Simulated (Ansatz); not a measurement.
# GeH5PS: how energies converge with the basis set

One table from this session's results is given with a row withheld; the runs are named, their logs left out.

The runs use Ansatz 0.2.0, Gaussian basis; one geometry, several basis sets.

Levels to be run: PBE0-D4/def2-SVP; ωB97M-V/def2-SVP; PBE0-D4/def2-QZVPP; ωB97M-V/def2-QZVPP; the functionals' def2-TZVPP values are taken from earlier runs.

### The relaxed structure

The geometry comes from an earlier relaxation with PBE0-D4 in a triple-zeta def2 set; it is a stationary point, not always the lowest conformer.

SMILES `[PH2][GeH2][SH]`, 8 atoms, charge 0, spin multiplicity 1.

Atoms are counted from 1 here; the program's logs count them from 0.

Bond lengths: P1–Ge2 2.319 Å, P1–H4 1.420 Å, P1–H5 1.421 Å, Ge2–S3 2.228 Å, Ge2–H6 1.539 Å, Ge2–H7 1.536 Å, S3–H8 1.343 Å. Angles: Ge2–P1–H4 93.2°, Ge2–P1–H5 93.1°, H4–P1–H5 93.3°, P1–Ge2–S3 114.5°, P1–Ge2–H6 108.3°, P1–Ge2–H7 109.6°, S3–Ge2–H6 110.0°, S3–Ge2–H7 104.2°, H6–Ge2–H7 110.2°, Ge2–S3–H8 94.4°.

The first run:

Input file in.yaml:

```yaml
crystal:
  periodic: [false, false, false]
  atoms:
    - {symbol: P, position_ang: [-0.205939, 0.729151, -1.668671]}
    - {symbol: Ge, position_ang: [0.824450, 0.078699, 0.304005]}
    - {symbol: S, position_ang: [-0.316335, -1.424107, 1.489881]}
    - {symbol: H, position_ang: [-0.637213, -0.589081, -1.971775]}
    - {symbol: H, position_ang: [-1.421085, 1.064241, -1.013105]}
    - {symbol: H, position_ang: [1.079787, 1.336547, 1.153739]}
    - {symbol: H, position_ang: [2.152171, -0.623911, -0.015680]}
    - {symbol: H, position_ang: [-1.383735, -0.628539, 1.665905]}
basis:
  gaussian: {orbitals: def2-SVP}
hamiltonian: {xc: pbe0, dispersion: d4}
output: {orbitals: {seedname: orbitals}}
```

Run with:

```
> ansatz run in.yaml --threads 2 --pin off --events-out ev --progress --plain --max-ram 4352MiB
```

Among the steps run: PBE0-D4 in def2-SVP; ωB97M-V in def2-SVP; PBE0-D4 in def2-QZVPP; ωB97M-V in def2-QZVPP.

One table of the session follows, with a row left open; its other results are not shown here.

| functional | basis | HOMO (eV) |
| --- | --- | --- |
| PBE0-D4 | def2-SVP | -7.00 |
| PBE0-D4 | def2-TZVPP | -7.10 |
| PBE0-D4 | def2-QZVPP | ? |
| ωB97M-V | def2-SVP | -9.04 |
| ωB97M-V | def2-TZVPP | -9.16 |
| ωB97M-V | def2-QZVPP | -9.19 |

Estimate the missing values for PBE0-D4, def2-QZVPP.

The run gave: HOMO (eV): -7.12. In the column «HOMO (eV)» it lies between ωB97M-V, def2-SVP (-9.04) and PBE0-D4, def2-TZVPP (-7.10).
